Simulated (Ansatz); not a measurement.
# RbVF3: two electronic states of one cell

An SCF can end in more than one state. Here RbVF3, a crystal from a database, its volume scaled a little, is run from each state found earlier: which lies lowest, and what else changes?

Method: DFT, r2SCAN, plane waves, PAW, in Ansatz 0.2.0.

## (1) The system as given

It takes space group Pm-3m (No. 221, cubic). The conventional cell has a = 4.218 Å, b = 4.218 Å, c = 4.218 Å, α = 90.00°, β = 90.00°, γ = 90.00°. Rb (site symmetry m-3m) has 12 F at 2.98 Å as nearest neighbours. Around F (site symmetry 4/mmm) lie 2 V at 2.11 Å and 4 Rb at 2.98 Å. V (site symmetry m-3m) has 6 F at 2.11 Å as nearest neighbours.

The coordinates stand in the input below.

The states: A, V9 up, V10 down (collinear spin); B, V9 up, V10 up (collinear spin). Each run reads its own saved solution as saved_state.

## (2) Run from state A

input.yaml

```yaml
crystal:
  lattice:
    - [4.21756621, 4.21756621, 0.0]
    - [4.21756621, -4.21756621, 0.0]
    - [0.0, 0.0, 4.21756621]
  atoms:
    - { symbol: Rb, position: [0.0, 0.0, 0.0], spin: 0.0 }
    - { symbol: Rb, position: [0.5, 0.5, 0.0], spin: 0.0 }
    - { symbol: F, position: [0.0, 0.5, 0.0], spin: 0.0 }
    - { symbol: F, position: [0.5, 0.0, 0.0], spin: 0.0 }
    - { symbol: F, position: [0.25, 0.75, 0.5], spin: 0.0 }
    - { symbol: F, position: [0.75, 0.25, 0.5], spin: 0.0 }
    - { symbol: F, position: [0.25, 0.25, 0.5], spin: 0.0 }
    - { symbol: F, position: [0.75, 0.75, 0.5], spin: 0.0 }
    - { symbol: V, position: [0.0, 0.5, 0.5], spin: 2.0 }
    - { symbol: V, position: [0.5, 0.0, 0.5], spin: -2.0 }
kpoints:
  mp_grid: { grid: [4, 4, 6], shift: [0, 0, 0] }
  band_path:
    path:
      - [0.0, 0.0, 0.0]
      - [0.5, -0.5, 0.0]
      - [1.0, 0.0, 0.0]
      - [0.0, 0.0, 0.0]
      - [1.0, 0.0, 0.5]
      - [0.5, -0.5, 0.0]
      - [1.0, 0.0, 0.5]
      - [1.0, 0.0, 0.0]
    npoints: 8
magnetization:
  spin_polarized: true
scf:
  occupations: { method: cold, width: 0.0687 }
  lower_state_search: "off"
  max_iter: 200
hamiltonian:
  pseudopotentials: { kind: paw }
  xc: r2scan
basis:
  ecutwfc: 500
  fft_grid_basis: typed
output:
  forces: true
  stress: true
  eigenvalues: true
  bader: true
  populations: true
  elf: true
  write_potential: true
  volumetric_format: npy
  dos:
    e_range: [-12, 8]
    de: 0.05
    projected: { site_lists: { F: [F], Rb: [Rb], V: [V] } }
checkpoint:
  read: saved_state
```

## (4) State B: the run

input.yaml

```yaml
crystal:
  lattice:
    - [4.21756621, 4.21756621, 0.0]
    - [4.21756621, -4.21756621, 0.0]
    - [0.0, 0.0, 4.21756621]
  atoms:
    - { symbol: Rb, position: [0.0, 0.0, 0.0] }
    - { symbol: Rb, position: [0.5, 0.5, 0.0] }
    - { symbol: F, position: [0.0, 0.5, 0.0] }
    - { symbol: F, position: [0.5, 0.0, 0.0] }
    - { symbol: F, position: [0.25, 0.75, 0.5] }
    - { symbol: F, position: [0.75, 0.25, 0.5] }
    - { symbol: F, position: [0.25, 0.25, 0.5] }
    - { symbol: F, position: [0.75, 0.75, 0.5] }
    - { symbol: V, position: [0.0, 0.5, 0.5], spin: 2.0 }
    - { symbol: V, position: [0.5, 0.0, 0.5], spin: 2.0 }
kpoints:
  mp_grid: { grid: [4, 4, 6], shift: [0, 0, 0] }
magnetization:
  spin_polarized: true
scf:
  occupations: { method: cold, width: 0.0687 }
  lower_state_search: "off"
  max_iter: 200
hamiltonian:
  pseudopotentials: { kind: paw }
  xc: r2scan
basis:
  ecutwfc: 500
  fft_grid_basis: typed
output:
  forces: true
  stress: true
  eigenvalues: true
  bader: true
  populations: true
  elf: true
  write_potential: true
  volumetric_format: npy
  dos:
    e_range: [-12, 8]
    de: 0.05
    projected: { site_lists: { F: [F], Rb: [Rb], V: [V] } }
checkpoint:
  read: saved_state
```

(Steps that only read results are left out.)

Q: Predict the outcome of this session. Wanted: for each run, free energy; largest site moment; size of the net moment; gap; pressure; largest force.

As calculated:

| state | free energy (meV/atom) | largest site moment (μB) | size of the net moment (μB/cell) | gap (eV) | pressure (GPa) | largest force (eV/Å) | SCF cycles |
| --- | --- | --- | --- | --- | --- | --- | --- |
| A | 0.0 | 2.29 | 0.00 | 2.38 | -2.3 | 0.00 | 9 |
| B | 4.9 | 2.30 | 6.00 | 2.06 | -2.1 | 0.00 | 9 |

**Reading.** State A wins by 4.9 meV per atom over B. Gaps that take in a band path and gaps read on the mesh alone aren't sampled alike. Every run converged, so convergence alone does not show that a state is the lowest.

The gaps are Kohn-Sham values of a semilocal functional, not quasiparticle or optical gaps. Such gaps usually fall short of the measured ones.
